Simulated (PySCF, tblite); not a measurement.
# C₂H₇FO₂Si₂: geometry, infrared bands and NMR shifts

Wanted: the infrared bands and NMR shifts of C₂H₇FO₂Si₂ (`C[C@@H]1O[Si@@H](F)O[SiH2]1`), by calculation.

Computed with tblite 0.8.0 and PySCF 2.14.0, with density-fitted response routines of our own, on a single molecule in the gas phase. Atoms are numbered from 0 throughout.

## (1) The starting structure

14 atoms, charge 0, multiplicity 1; geometry from: force field or distance geometry start.

Bonds of the start (Å): C0–C1 1.53, C1–O2 1.48, O2–Si3 1.69, Si3–F4 1.59, Si3–O5 1.69, O5–Si6 1.69, Si6–C1 1.95, C0–H7 1.09, C0–H8 1.10, C0–H9 1.11, C1–H10 1.09, Si3–H11 1.48, Si6–H12 1.47, Si6–H13 1.48.

## (2) Optimising the geometry with GFN2-xTB

Job settings and geometry (Å):

```
{"job": {"kind": "relax", "xc": "GFN2-xTB", "basis": "xTB"}, "charge": 0, "multiplicity": 1}
C     -1.393700    -0.596200     1.184700
C     -0.552300    -0.512600    -0.085100
O      0.767800    -1.100100     0.225100
Si     2.050200    -0.191300    -0.399600
F      2.629000    -0.958900    -1.666400
O      1.340100     1.253500    -0.908300
Si    -0.347300     1.299300    -0.789900
H     -1.475500    -1.626600     1.531200
H     -0.943700    -0.030900     2.008800
H     -2.415800    -0.206600     1.018600
H     -1.003300    -1.128200    -0.868900
H      3.082500     0.034900     0.641200
H     -0.979800     1.441100    -2.113500
H     -0.758900     2.322200     0.199900
```

On the command line:

```console
$ OMP_NUM_THREADS=1 python probes_run.py task.json out
```

The driver reads the jobs from task.json and runs them one after another.

**Question.** This job is followed by: GFN2-xTB harmonic vibrations, gas phase; GIAO PBE0/pcSseg-1 NMR shielding, non-relativistic, gas phase. What will the session give for the following? strongest single infrared mode (GFN2-xTB); zero-point energy (GFN2-xTB); 13C shifts against TMS (PBE0/pcSseg-1); 1H shifts against TMS (PBE0/pcSseg-1, means over atoms taken as alike); 17O shifts against H2O (PBE0/pcSseg-1); 29Si shifts against TMS (PBE0/pcSseg-1); 19F shifts against CFCl3 (PBE0/pcSseg-1).

As calculated:

| quantity | value |
| --- | --- |
| strongest single infrared mode (GFN2-xTB) | 2327 cm⁻¹, 447 km/mol |
| zero-point energy (GFN2-xTB) | 57.8 kcal/mol |
| 13C shifts against TMS (PBE0/pcSseg-1) | 65.6, 25.1 ppm |
| 1H shifts against TMS (PBE0/pcSseg-1, means over atoms taken as alike) | 5.13, 4.75, 4.52, 4.31, 1.40 ppm |
| 17O shifts against H2O (PBE0/pcSseg-1) | 79.9, 67.2 ppm |
| 29Si shifts against TMS (PBE0/pcSseg-1) | -12.1, -43.3 ppm |
| 19F shifts against CFCl3 (PBE0/pcSseg-1) | -139.4 ppm |

What this shows: Relaxing lowered the energy by 0.365 eV in 71 steps; the close pair that moved most is O2–Si3, from 1.691 to 1.609 Å. All 36 modes are real, so the xTB geometry is a minimum. The strongest single mode, at 2327 cm⁻¹, moves mainly H12 and H13. Unscaled tight-binding wavenumbers are off by several per cent, some by more. Its intensities can rank the bands wrongly. At PBE0/pcSseg-1: The widest tensor belongs to F4: span 140 ppm, with a paramagnetic part of -157 ppm.
